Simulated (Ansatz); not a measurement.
## Hf on several prototypes: a ranking of structure types by relaxed energy, step by step

Program: the Ansatz DFT code, driven from Python.

Interactive session:
```pycon
>>> import csv
>>> import warnings
>>> import ansatz as az
>>> import numpy as np
>>> import spglib
>>> def hcp(first, a):
...     return (
...         az.Lattice.from_parameters(a, a, 1.633 * a, alpha=90, beta=90, gamma=120)
...         .space_group(194)
...         .atom(first, (1 / 3, 2 / 3, 0.25))
...     )
...
>>> def sc(first, a):
...     return (
...         az.Lattice.cubic(a)
...         .space_group(221)
...         .atom(first, (0, 0, 0))
...     )
...
>>> def diamond(first, a):
...     return az.Crystal.diamond(first, a=a)
...
>>> def solve(name, crystal):
...     calc = (
...         crystal.calculation()
...         .functional("pbesol")
...         .basis(500)
...         .kpoints(spacing=0.27)
...         .occupations("gaussian", width=0.1)
...         .stress()
...         .band_table()
...     )
...     calc = calc.relax(force_tolerance=0.02, max_steps=40, cell=True)
...     return calc.run(threads=1)
...
>>> def space_group(outcome):
...     sites = outcome.report["lattice"]["sites"]
...     kinds = sorted({site["symbol"] for site in sites})
...     cell = (outcome.lattice.cell_ang, [site["position_frac"] for site in sites], [kinds.index(site["symbol"]) for site in sites])
...     return spglib.get_spacegroup(cell, symprec=0.01)
...
>>> def pressure_gpa(outcome):
...     return float(np.trace(outcome.report["stress_gpa"]) / 3)
...
>>> # starting lattice constants are rough guesses; the relaxation finds the rest
>>> warnings.simplefilter("ignore")
>>> phases = {}
>>> phases["hcp"] = hcp("Hf", 3.16)
>>> phases["sc"] = sc("Hf", 2.91)
>>> phases["diamond"] = diamond("Hf", 6.15)
>>> done = {}
>>> for name, crystal in phases.items():
...     try:
...         done[name] = solve(name, crystal)
...     except az.NonConvergedError as error:
...         print(name, "did not converge:", str(error)[:120])
...
>>> energy = {name: o.report["energy_sigma0_ev"] / len(o.lattice.sites) for name, o in done.items()}
>>> lowest = min(energy.values())
>>> rows = [(name, len(o.lattice.sites), 1000 * (energy[name] - lowest), space_group(o), pressure_gpa(o)) for name, o in done.items()]
>>> rows.sort(key=lambda row: row[2])
>>> with open("prototypes.csv", "w", newline="") as handle:
...     writer = csv.writer(handle)
...     writer.writerow(["phase", "atoms", "dE (meV/atom)", "space group", "P (GPa)"])
...     writer.writerows([round(v, 4) if isinstance(v, float) else v for v in row] for row in rows)
...
47
>>> print(open("prototypes.csv").read())
phase,atoms,dE (meV/atom),space group,P (GPa)
hcp,2,0.0,P6_3/mmc (194),0.0039
sc,1,1111.7712,Pm-3m (221),-0.0051
diamond,2,2800.6331,Fd-3m (227),0.0359
```

By space group at the end of each run: P6_3/mmc (+0 meV an atom, 21.6 Å³), Pm-3m (+1112 meV an atom, 23.8 Å³) and Fd-3m (+2801 meV an atom, 32.3 Å³).

Pressure is positive in compression. Spin-orbit coupling, which matters for elements this heavy, is left out. The cells are built on prototypes, so most aren't the phase found in nature. Rows bear the name of their start, and a relaxation keeps or raises the symmetry. Differences under about 40 meV an atom lie within the error of mesh and functional. It ran for 29 s on 1 thread of AMD EPYC 7R43 64-Core Processor (Zen 3) (shared host), peak memory 0.5 GiB.
